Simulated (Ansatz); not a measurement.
# C2H7BOSi: the cost of one run

Method: RKS B3LYP/def2-SVP, in Ansatz 0.2.0.

## 1. The starting structure

Bond lengths: C1–C2 1.485 Å, C2–Si3 1.845 Å, C2–B4 1.625 Å, C2–O5 1.361 Å, B4–O5 1.526 Å, C1–H6 1.129 Å, C1–H7 1.071 Å, C1–H8 1.169 Å, Si3–H9 1.444 Å, Si3–H10 1.481 Å, Si3–H11 1.499 Å, B4–H12 1.124 Å. Angles (14 of 22 angles, heavy atoms first): C1–C2–Si3 117.6°, C1–C2–B4 120.7°, C1–C2–O5 115.1°, Si3–C2–B4 116.0°, Si3–C2–O5 113.6°, B4–C2–O5 60.7°, C2–B4–O5 51.1°, C2–O5–B4 68.2°, C2–C1–H6 110.5°, C2–C1–H7 112.6°, C2–C1–H8 108.8°, C2–Si3–H9 111.8°, C2–Si3–H10 111.4°, C2–Si3–H11 110.4°.

Coordinates:

```xyz
12

C    -1.3902   -0.1362   -0.6101
C    -0.0517    0.3158   -0.1517
Si    0.7843   -0.6768    1.1595
B     0.9271    1.1478   -1.1462
O     0.0789    1.6601    0.0147
H    -2.1211   -0.1444    0.2499
H    -1.3569   -1.0828   -1.1097
H    -1.8232    0.6590   -1.3497
H     1.0642   -2.0226    0.7163
H    -0.0338   -0.7392    2.3927
H     2.0891   -0.0458    1.5405
H     1.9103    1.0100   -1.6723
```

## 2. Relaxing end A

input.yaml reads:

```yaml
crystal:
  periodic: [false, false, false]
  atoms:
    - { symbol: C, position_ang: [-1.3902, -0.1362, -0.6101] }
    - { symbol: C, position_ang: [-0.0517, 0.3158, -0.1517] }
    - { symbol: Si, position_ang: [0.7843, -0.6768, 1.1595] }
    - { symbol: B, position_ang: [0.9271, 1.1478, -1.1462] }
    - { symbol: O, position_ang: [0.0789, 1.6601, 0.0147] }
    - { symbol: H, position_ang: [-2.1211, -0.1444, 0.2499] }
    - { symbol: H, position_ang: [-1.3569, -1.0828, -1.1097] }
    - { symbol: H, position_ang: [-1.8232, 0.659, -1.3497] }
    - { symbol: H, position_ang: [1.0642, -2.0226, 0.7163] }
    - { symbol: H, position_ang: [-0.0338, -0.7392, 2.3927] }
    - { symbol: H, position_ang: [2.0891, -0.0458, 1.5405] }
    - { symbol: H, position_ang: [1.9103, 1.01, -1.6723] }
basis:
  gaussian: { orbitals: def2-SVP }
hamiltonian:
  xc: b3lyp
relax:
  f_tol: 0.015
  max_steps: 40
output:
  orbitals: {}
```

Started as:

```bash
$ ansatz run input.yaml --threads 2 --pin off --max-ram 3072MiB --backend cpu --events-out ev --progress --plain --runs-dir out
```

Q: Estimate wall time and peak memory on 2 threads of Arm Neoverse V1, shared host.

About 33 s, with a peak of 0.24 GiB.
